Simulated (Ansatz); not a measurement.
# AlClFH2N: ionisation energy by level of theory

An exercise on one series of results from a longer session: the logs are not shown, and one member is left open.

Program: Ansatz 0.2.0, Gaussian basis. Level of theory: unrestricted cation, the program's frozen cores in correlated methods. These are calculated values, not measurements.

Plan: UKS PBE-D4/def2-TZVPP; UKS r2SCAN-D4/def2-TZVPP; UKS PBE0-D4/def2-TZVPP; UKS B3LYP-D4/def2-TZVPP; UKS wB97X-V/def2-TZVPP; UKS wB97M-V/def2-TZVPP; UKS B2PLYP/def2-TZVPP; UHF-CCSD(T)/def2-TZVPP; UHF-CCSD(T)/def2-QZVPP; extrapolation to the limit; then −ε(HOMO) from the neutral's earlier runs with LDA (SPW92), PBE-D4, revPBE-D4, BLYP-D4, r2SCAN-D4, B97M-V, PBE0-D4, B3LYP-D4, r2SCANh-D4, r2SCAN0-D4, HSE06-D4, BHLYP-D4, CAM-B3LYP-D4, LC-ωPBE, ωB97X-V, ωB97M-V.

**The geometry**

An earlier PBE0-D4 in a triple-zeta def2 set relaxation fixed the geometry.

SMILES `[NH2][Al]([F])[Cl]`, 6 atoms, charge 0, spin multiplicity 1.

Atoms are counted from 1 here; the program's logs count them from 0.

Bond lengths: N1–Al2 1.746 Å, N1–H5 1.006 Å, N1–H6 1.006 Å, Al2–F3 1.641 Å, Al2–Cl4 2.079 Å. Angles: Al2–N1–H5 124.6°, Al2–N1–H6 124.3°, H5–N1–H6 111.1°, N1–Al2–F3 119.8°, N1–Al2–Cl4 121.2°, F3–Al2–Cl4 119.0°.

Coordinates:

```xyz
6
charge 0, multiplicity 1
N    -0.11227    0.98255   -0.02579
Al    0.15251   -0.73908    0.09227
F     1.04175   -1.34550    1.33111
Cl   -0.64114   -2.04937   -1.31360
H     0.24629    1.66149    0.62476
H    -0.64515    1.42602   -0.75494
```

The first run:

Input file in.yaml:

```yaml
crystal:
  periodic: [false, false, false]
  atoms:
    - {symbol: N, position_ang: [-0.112271, 0.982553, -0.025794]}
    - {symbol: Al, position_ang: [0.152507, -0.739085, 0.092268]}
    - {symbol: F, position_ang: [1.041755, -1.345498, 1.331111]}
    - {symbol: Cl, position_ang: [-0.641135, -2.049374, -1.313605]}
    - {symbol: H, position_ang: [0.246294, 1.661487, 0.624758]}
    - {symbol: H, position_ang: [-0.645149, 1.426016, -0.754937]}
basis:
  gaussian: {orbitals: def2-TZVPP}
total_charge: 1
magnetization: {spin_polarized: true, initial_magnetization: 1}
hamiltonian: {xc: pbe, dispersion: d4}
```

The run is started by

```
$ ansatz run in.yaml --threads 2 --pin off --events-out ev --progress --plain --max-ram 32768MiB --backend cpu
```

Steps of the session up to this table: Cation, UKS PBE-D4/def2-TZVPP; Cation, UKS r2SCAN-D4/def2-TZVPP; Cation, UKS PBE0-D4/def2-TZVPP; Cation, UKS B3LYP-D4/def2-TZVPP; Cation, UKS wB97X-V/def2-TZVPP; Cation, UKS wB97M-V/def2-TZVPP; Cation, UKS B2PLYP (frozen core)/def2-TZVPP; Cation, UHF-CCSD(T)/def2-TZVPP; Cation, UHF-CCSD(T)/def2-QZVPP.

One table of the session follows, with a row left open; its other results are not shown here.

It belongs to the step «Ionisation energies side by side». For comparison, −ε(HOMO) of the neutral from earlier runs:

| functional | −ε(HOMO) (eV) |
| --- | --- |
| LDA (SPW92) | ? |
| PBE-D4 | 6.59 |
| revPBE-D4 | 6.51 |
| BLYP-D4 | 6.45 |
| r2SCAN-D4 | 6.90 |
| B97M-V | 6.92 |
| PBE0-D4 | 8.03 |
| B3LYP-D4 | 7.77 |
| r2SCANh-D4 | 7.44 |
| r2SCAN0-D4 | 8.25 |
| HSE06-D4 | 7.62 |
| BHLYP-D4 | 9.38 |
| CAM-B3LYP-D4 | 9.50 |
| LC-ωPBE | 10.97 |
| ωB97X-V | 10.55 |
| ωB97M-V | 10.43 |

Q: Estimate the row for LDA (SPW92) from the others.

As computed: −ε(HOMO) (eV): 6.79. In the column «−ε(HOMO) (eV)» it lies between PBE-D4 (6.59) and r2SCAN-D4 (6.90).
